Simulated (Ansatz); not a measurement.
**C2H6In radical: small, medium and large basis sets**

One table from this session's results is given with a row withheld; the runs are named, their logs left out.

The runs use Ansatz 0.2.0, Gaussian basis; one geometry, several basis sets.

Plan: PBE0-D4/def2-SVP; ωB97M-V/def2-SVP; PBE0-D4/def2-QZVPP; ωB97M-V/def2-QZVPP; the functionals' def2-TZVPP values are taken from earlier runs.

**The geometry**

An earlier PBE0-D4 in a triple-zeta def2 set relaxation fixed the geometry. In takes the def2 core potential; no spin-orbit term is included.

SMILES `[CH2][InH][CH3]`, 9 atoms, charge 0, spin multiplicity 2.

Atoms are counted from 1 here; the program's logs count them from 0.

Bond lengths: C1–In2 2.125 Å, C1–H4 1.088 Å, C1–H5 1.088 Å, In2–C3 2.153 Å, In2–H6 1.728 Å, C3–H7 1.091 Å, C3–H8 1.093 Å, C3–H9 1.090 Å. Angles: In2–C1–H4 123.6°, In2–C1–H5 123.3°, H4–C1–H5 113.1°, C1–In2–C3 118.3°, C1–In2–H6 118.3°, C3–In2–H6 123.4°, In2–C3–H7 110.6°, In2–C3–H8 109.3°, In2–C3–H9 111.6°, H7–C3–H8 107.7°, H7–C3–H9 109.3°, H8–C3–H9 108.2°.

Geometry (Å):

```xyz
9
C2H6In
C    -0.4101    0.2622   -1.9846
In    0.7726    0.2113   -0.2195
C    -0.1791   -0.3345    1.6327
H    -0.0149    0.5141   -2.9662
H    -1.4749    0.0381   -1.9978
H     2.4524    0.5961   -0.3479
H    -1.1820    0.0919    1.6889
H    -0.2764   -1.4219    1.6829
H     0.4008   -0.0037    2.4944
```

Set-up of the first run:

in.yaml reads:

```yaml
crystal:
  periodic: [false, false, false]
  atoms:
    - {symbol: C, position_ang: [-0.410127, 0.262184, -1.984582]}
    - {symbol: In, position_ang: [0.772620, 0.211338, -0.219537]}
    - {symbol: C, position_ang: [-0.179138, -0.334483, 1.632743]}
    - {symbol: H, position_ang: [-0.014868, 0.514139, -2.966207]}
    - {symbol: H, position_ang: [-1.474881, 0.038080, -1.997763]}
    - {symbol: H, position_ang: [2.452411, 0.596123, -0.347883]}
    - {symbol: H, position_ang: [-1.181989, 0.091887, 1.688924]}
    - {symbol: H, position_ang: [-0.276378, -1.421911, 1.682903]}
    - {symbol: H, position_ang: [0.400848, -0.003658, 2.494399]}
basis:
  gaussian: {orbitals: def2-SVP}
magnetization: {spin_polarized: true, initial_magnetization: 1}
hamiltonian: {xc: pbe0, dispersion: d4}
output: {orbitals: {seedname: orbitals}}
```

The run is started by

```console
$ ansatz run in.yaml --threads 4 --pin off --events-out ev --progress --plain --max-ram 10444MiB
```

Steps of the session up to this table: PBE0-D4 in def2-SVP; ωB97M-V in def2-SVP; PBE0-D4 in def2-QZVPP; ωB97M-V in def2-QZVPP.

One of the session's tables, all rows but one given; the rest of the session is left out.

It belongs to the step «Functionals by basis». 

```
functional       basis  HOMO (eV)  LUMO (eV)
   PBE0-D4    def2-SVP      -6.77      -2.43
   PBE0-D4  def2-TZVPP      -6.83      -2.53
   PBE0-D4  def2-QZVPP          ?          ?
   ωB97M-V    def2-SVP      -8.76      -0.75
   ωB97M-V  def2-TZVPP      -8.82      -0.93
   ωB97M-V  def2-QZVPP      -8.84      -0.97
```

Estimate the missing values for PBE0-D4, def2-QZVPP.

The run gave: HOMO (eV): -6.84; LUMO (eV): -2.55. In the column «HOMO (eV)» it lies between ωB97M-V, def2-SVP (-8.76) and PBE0-D4, def2-TZVPP (-6.83).
